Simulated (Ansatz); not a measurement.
# AlClH4O2Si: the cost of one run

All numbers below are computed with Ansatz 0.2.0 (RKS r2SCAN/STO-3G).

### Step 1. The structure to begin with

Bond lengths: Al1–O2 1.780 Å, O2–Si3 1.680 Å, Si3–H4 1.460 Å, Si3–H5 1.460 Å, Si3–H6 1.460 Å, Al1–O7 1.780 Å, O7–H8 1.010 Å, Al1–Cl9 2.230 Å. Angles: Al1–O2–Si3 125.0°, O2–Al1–O7 120.0°, O2–Al1–Cl9 120.0°, O7–Al1–Cl9 120.0°, O2–Si3–H4 109.5°, O2–Si3–H5 109.5°, O2–Si3–H6 109.5°, H4–Si3–H5 109.4°, H4–Si3–H6 109.4°, H5–Si3–H6 109.4°, Al1–O7–H8 109.5°.

As a file:

```xyz
9

Al    0.0000    0.0000    0.0000
O     0.0000    0.0000    1.7800
Si   -1.3147   -0.4067    2.7436
H    -2.2390   -1.2403    1.9804
H    -0.8506   -1.1432    3.9157
H    -1.9987    0.8095    3.1733
O     1.5415    0.0000   -0.8900
H     1.8414   -0.9519   -1.0449
Cl   -1.9312    0.0000   -1.1150
```

### Step 2. Preparing the start

Contents of input.yaml:

```yaml
crystal:
  periodic: [false, false, false]
  atoms:
    - { symbol: Al, position_ang: [0.0, 0.0, 0.0] }
    - { symbol: O, position_ang: [0.0, 0.0, 1.78] }
    - { symbol: Si, position_ang: [-1.3147, -0.4067, 2.7436] }
    - { symbol: H, position_ang: [-2.239, -1.2403, 1.9804] }
    - { symbol: H, position_ang: [-0.8506, -1.1432, 3.9157] }
    - { symbol: H, position_ang: [-1.9987, 0.8095, 3.1733] }
    - { symbol: O, position_ang: [1.5415, 0.0, -0.89] }
    - { symbol: H, position_ang: [1.8414, -0.9519, -1.0449] }
    - { symbol: Cl, position_ang: [-1.9312, 0.0, -1.115] }
basis:
  gaussian: { orbitals: STO-3G }
hamiltonian:
  xc: r2scan
relax:
  f_tol: 0.02
  max_steps: 40
```

Launch:

```bash
> ansatz run input.yaml --threads 1 --pin off --max-ram 2048MiB --backend cpu --events-out ev --progress --plain --runs-dir out
```

Q: Estimate wall time and peak memory on 1 thread of Arm Neoverse V2, shared host.

About 54 s, with a peak of 0.16 GiB.
